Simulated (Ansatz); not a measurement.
**CH₅BOSi: small, medium and large basis sets**

How large a basis does CH₅BOSi need? Two functionals are run in growing sets.

Computed with Ansatz 0.2.0, Gaussian basis. Level: one geometry, several basis sets.

The runs, in order: PBE0-D4/def2-SVP; ωB97M-V/def2-SVP; PBE0-D4/def2-QZVPP; ωB97M-V/def2-QZVPP; the functionals' def2-TZVPP values are taken from earlier runs.

### Step 1. Structure used throughout

The geometry comes from an earlier relaxation with PBE0-D4 in a triple-zeta def2 set; it is a stationary point, not always the lowest conformer.

9 atoms, charge 0, spin multiplicity 1.

Atoms are counted from 1 here; the program's logs count them from 0.

Bond lengths: O1–C2 1.335 Å, O1–H5 0.963 Å, C2–B3 1.482 Å, C2–H6 1.093 Å, B3–Si4 1.871 Å, B3–H7 1.191 Å, Si4–H8 1.489 Å, Si4–H9 1.489 Å. Angles: C2–O1–H5 111.1°, O1–C2–B3 123.7°, O1–C2–H6 113.6°, B3–C2–H6 122.8°, C2–B3–Si4 104.9°, C2–B3–H7 125.7°, Si4–B3–H7 129.4°, B3–Si4–H8 130.9°, B3–Si4–H9 120.7°, H8–Si4–H9 108.3°.

### Step 2. PBE0-D4 in def2-SVP

in.yaml reads:

```yaml
crystal:
  periodic: [false, false, false]
  atoms:
    - {symbol: O, position_ang: [0.091994, 1.563061, -1.610778]}
    - {symbol: C, position_ang: [-0.108514, 0.726138, -0.590537]}
    - {symbol: B, position_ang: [0.751232, -0.447361, -0.310052]}
    - {symbol: Si, position_ang: [0.001104, -1.242141, 1.208284]}
    - {symbol: H, position_ang: [-0.573027, 2.259205, -1.622849]}
    - {symbol: H, position_ang: [-0.972953, 0.986518, 0.025290]}
    - {symbol: H, position_ang: [1.703569, -0.778113, -0.944680]}
    - {symbol: H, position_ang: [0.402520, -2.454431, 1.973480]}
    - {symbol: H, position_ang: [-1.207324, -0.659075, 1.854542]}
basis:
  gaussian: {orbitals: def2-SVP}
hamiltonian: {xc: pbe0, dispersion: d4}
output: {orbitals: {seedname: orbitals}}
```

The run is started by

```
ansatz run in.yaml --threads 2 --pin off --events-out ev --progress --plain --max-ram 4352MiB
```

After this run come: ωB97M-V in def2-SVP; PBE0-D4 in def2-QZVPP; ωB97M-V in def2-QZVPP.

**Question.** What will the summary of the whole plan be? Wanted: PBE0-D4: double and triple zeta above quadruple; ωB97M-V: double and triple zeta above quadruple.

**Answer**, as computed:

| quantity | value |
| --- | --- |
| PBE0-D4: double and triple zeta above quadruple | 7.67, 0.48 eV |
| ωB97M-V: double and triple zeta above quadruple | 7.86, 0.46 eV |

In words: PBE0-D4 gains 7.18 eV from double to triple zeta, then 0.48 eV more. These are total energies; as a rule much of such shifts cancels in differences, which this series doesn't test.
